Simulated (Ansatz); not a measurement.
Geometry optimisation, DFT PBE-D3(BJ), scalar-relativistic, plane waves, PAW (Ansatz 0.2.0).

input.yaml

```yaml
crystal:
  lattice:
    - [5.9, 0.0, 0.0]
    - [-4.425, 7.664325, 0.0]
    - [0.0, 0.0, 4.6846]
  atoms:
    - { symbol: Ti, position: [0.0, 0.0, 0.0] }
    - { symbol: Ti, position: [0.1666667, 0.2222222, 0.5] }
    - { symbol: Ti, position: [0.0, 0.3333333, 0.0] }
    - { symbol: Ti, position: [0.1666667, 0.5555556, 0.5] }
    - { symbol: Ti, position: [0.0, 0.6666667, 0.0] }
    - { symbol: Ti, position: [0.1666667, 0.8888889, 0.5] }
    - { symbol: Ti, position: [0.5, 0.0, 0.0] }
    - { symbol: Ti, position: [0.6666667, 0.2222222, 0.5] }
    - { symbol: Ti, position: [0.5, 0.3333333, 0.0] }
    - { symbol: Ti, position: [0.6666667, 0.5555556, 0.5] }
    - { symbol: Ti, position: [0.5, 0.6666667, 0.0] }
    - { symbol: Ti, position: [0.6666667, 0.8888889, 0.5] }
    - { symbol: H, position: [0.8309054, 0.4459535, 0.2489252] }
basis:
  ecutwfc: 420.0
kpoints:
  mp_grid: { grid: [3, 2, 4] }
hamiltonian:
  xc: pbe
  dispersion: d3bj
scf:
  occupations: { method: gaussian, width: 0.05 }
  lower_state_search: "off"
relax:
  f_tol: 0.03
  max_steps: 60
  adjacent_minimum: "off"
output:
  write_density: true
  write_potential: true
  elf: true
  volumetric_format: npy
```

Launched with:

```bash
$ ansatz run input.yaml --threads 4 --pin off --max-ram 10240MiB --backend cpu --events-out ev --progress --plain --runs-dir out
```

Task: Where does it end, and by what steps?

Result: It converged. Limits of this set-up: coarse k mesh, odd electron count without spin. After 3 steps the energy has fallen by 0.056 eV; Ti10 moved furthest, 0.05 Å.

```csv
step,energy less start (eV),largest force component (eV/Å),accepted
0,0.0000,0.369,yes
1,-0.0073,0.438,yes
2,-0.0547,0.034,yes
3,-0.0556,0.021,yes
```

```xyz
13
Lattice="5.9000 0.0000 0.0000 -4.4250 7.6643 0.0000 0.0000 0.0000 4.6846" Properties=species:S:1:pos:R:3
Ti 0.004 0.002 -0.022
Ti -0.004 1.679 2.340
Ti -1.433 2.538 -0.006
Ti -1.444 4.279 2.362
Ti -2.951 5.142 0.021
Ti -2.951 6.820 2.357
Ti 2.948 -0.005 -0.015
Ti 2.948 1.672 2.321
Ti 1.441 2.535 -0.021
Ti 1.431 4.276 2.346
Ti 0.001 5.136 0.001
Ti -0.008 6.812 2.364
H 2.946 3.409 1.170
```

Whether the end is a true minimum wasn't checked by a vibrational analysis.

Time of the run: 6.6 s on 4 threads of AMD EPYC 9R45 96-Core Processor (Zen 5), with other jobs on the host, peak memory 1 GiB.
